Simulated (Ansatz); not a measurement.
# CH3AlOS2: basis-set convergence

The task here is to estimate one member of a computed series from the others.

Method: one geometry, several basis sets; program: Ansatz 0.2.0, Gaussian basis.

Levels to be run: PBE0-D4/def2-SVP; ωB97M-V/def2-SVP; PBE0-D4/def2-QZVPP; ωB97M-V/def2-QZVPP; the functionals' def2-TZVPP values are taken from earlier runs.

### The geometry

All runs share one geometry, relaxed beforehand with PBE0-D4 in a triple-zeta def2 set.

SMILES `[SH][Al]1[O]C[S]1`, 8 atoms, charge 0, spin multiplicity 1.

Atoms are counted from 1 here; the program's logs count them from 0.

Bond lengths: S1–Al2 2.162 Å, S1–H6 1.346 Å, Al2–O3 1.719 Å, Al2–S5 2.149 Å, O3–C4 1.408 Å, C4–S5 1.879 Å, C4–H7 1.092 Å, C4–H8 1.092 Å. Angles: Al2–S1–H6 91.0°, S1–Al2–O3 130.7°, S1–Al2–S5 142.8°, O3–Al2–S5 86.5°, Al2–O3–C4 95.6°, O3–C4–S5 107.7°, O3–C4–H7 111.3°, O3–C4–H8 111.3°, S5–C4–H7 107.9°, S5–C4–H8 107.9°, H7–C4–H8 110.6°, Al2–S5–C4 70.2°.

The first run:

in.yaml

```yaml
crystal:
  periodic: [false, false, false]
  atoms:
    - {symbol: S, position_ang: [1.408618, -2.242504, 1.373756]}
    - {symbol: Al, position_ang: [0.399731, -0.593350, 0.405167]}
    - {symbol: O, position_ang: [-0.323021, -0.480717, -1.150506]}
    - {symbol: C, position_ang: [-0.736549, 0.858047, -1.013479]}
    - {symbol: S, position_ang: [-0.199971, 1.451035, 0.687337]}
    - {symbol: H, position_ang: [1.626343, -1.494150, 2.471538]}
    - {symbol: H, position_ang: [-0.259777, 1.498845, -1.757869]}
    - {symbol: H, position_ang: [-1.823275, 0.945692, -1.071744]}
basis:
  gaussian: {orbitals: def2-SVP}
hamiltonian: {xc: pbe0, dispersion: d4}
output: {orbitals: {seedname: orbitals}}
```

Started as:

```bash
$ ansatz run in.yaml --threads 2 --pin off --events-out ev --progress --plain --max-ram 4352MiB
```

Steps of the session up to this table: PBE0-D4 in def2-SVP; ωB97M-V in def2-SVP; PBE0-D4 in def2-QZVPP; ωB97M-V in def2-QZVPP.

One table of the session follows, with a row left open; its other results are not shown here.

| functional | basis | HOMO (eV) |
| --- | --- | --- |
| PBE0-D4 | def2-SVP | -7.22 |
| PBE0-D4 | def2-TZVPP | ? |
| PBE0-D4 | def2-QZVPP | -7.32 |
| ωB97M-V | def2-SVP | -9.34 |
| ωB97M-V | def2-TZVPP | -9.46 |
| ωB97M-V | def2-QZVPP | -9.50 |

**Question.** Estimate the row for PBE0-D4, def2-TZVPP.

The run gave: HOMO (eV): -7.29. In the column «HOMO (eV)» it lies between PBE0-D4, def2-QZVPP (-7.32) and PBE0-D4, def2-SVP (-7.22).
